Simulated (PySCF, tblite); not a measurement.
# valeryl chloride (C5H9ClO): geometry, infrared bands and NMR shifts

Wanted: the infrared bands and NMR shifts of valeryl chloride (C5H9ClO) (`CCCCC(=O)Cl`), by calculation.

The runs use tblite 0.8.0 and PySCF 2.14.0, with density-fitted response routines of our own; the level of theory stands in each step. All values are computed, except where a source is named. Atoms count from 0, in the outputs and in this text.

**1. The starting structure**

16 atoms, charge 0, multiplicity 1; geometry from: force field or distance geometry start.

Bonds of the start (Å): C0–C1 1.51, C1–C2 1.53, C2–C3 1.52, C3–C4 1.51, C4–O5 1.24, C4–Cl6 1.74, C0–H7 1.10, C0–H8 1.09, C0–H9 1.09, C1–H10 1.11, C1–H11 1.09, C2–H12 1.09, C2–H13 1.10, C3–H14 1.10, C3–H15 1.09.

**2. Optimising the geometry with GFN2-xTB**

What the job is given:

```
{"job": {"kind": "relax", "xc": "GFN2-xTB", "basis": "xTB"}, "charge": 0, "multiplicity": 1}
C     -2.383200    -0.309800     0.173200
C     -1.035900     0.151700     0.667800
C      0.078100    -0.146000    -0.339500
C      1.434100     0.322700     0.158000
C      2.544500     0.036000    -0.823900
O      2.344600    -0.495500    -1.921800
Cl     4.092800     0.570700    -0.233000
H     -3.157200    -0.085500     0.923600
H     -2.394100    -1.387600    -0.017900
H     -2.664000     0.209200    -0.748300
H     -0.810800    -0.366000     1.619500
H     -1.070800     1.218600     0.893100
H      0.092100    -1.216100    -0.550300
H     -0.157200     0.363800    -1.290900
H      1.670100    -0.198200     1.102400
H      1.409100     1.394300     0.376500
```

Command:

```
OMP_NUM_THREADS=1 python probes_run.py task.json out
```

The driver reads the jobs from task.json and runs them one after another.

**Question.** This job is followed by: GFN2-xTB harmonic vibrations, gas phase; GIAO PBE0/pcSseg-1 NMR shielding, non-relativistic, gas phase. Predict these results of the whole session: strongest single infrared mode (GFN2-xTB); zero-point energy (GFN2-xTB); 13C shifts against TMS (PBE0/pcSseg-1); 1H shifts against TMS (PBE0/pcSseg-1, means over atoms taken as alike); 17O shifts against H2O (PBE0/pcSseg-1); 35Cl shifts against HCl (PBE0/pcSseg-1).

As calculated:

| quantity | value |
| --- | --- |
| strongest single infrared mode (GFN2-xTB) | 1846 cm⁻¹, 390 km/mol |
| zero-point energy (GFN2-xTB) | 82.0 kcal/mol |
| 13C shifts against TMS (PBE0/pcSseg-1) | 184.1, 51.2, 31.9, 26.5, 16.8 ppm |
| 1H shifts against TMS (PBE0/pcSseg-1, means over atoms taken as alike) | 2.85, 1.50, 1.17, 1.09 ppm |
| 17O shifts against H2O (PBE0/pcSseg-1) | 590.8 ppm |
| 35Cl shifts against HCl (PBE0/pcSseg-1) | 467 ppm |

**Reading.** Over 18 steps the energy fell by 0.175 eV; of the close pairs, C4–O5 changed most, 1.236 to 1.182 Å. No mode is imaginary among the 42: a minimum at this level. The strongest single mode, at 1846 cm⁻¹, moves mainly C4 and O5. Unscaled tight-binding wavenumbers are off by several per cent, some by more. Its intensities can rank the bands wrongly. The most deshielded hydrogen is H14, H15 (mean) (hydrogen on an sp3 CH2 α to a carbonyl), at 2.85 ppm: α to C=O.
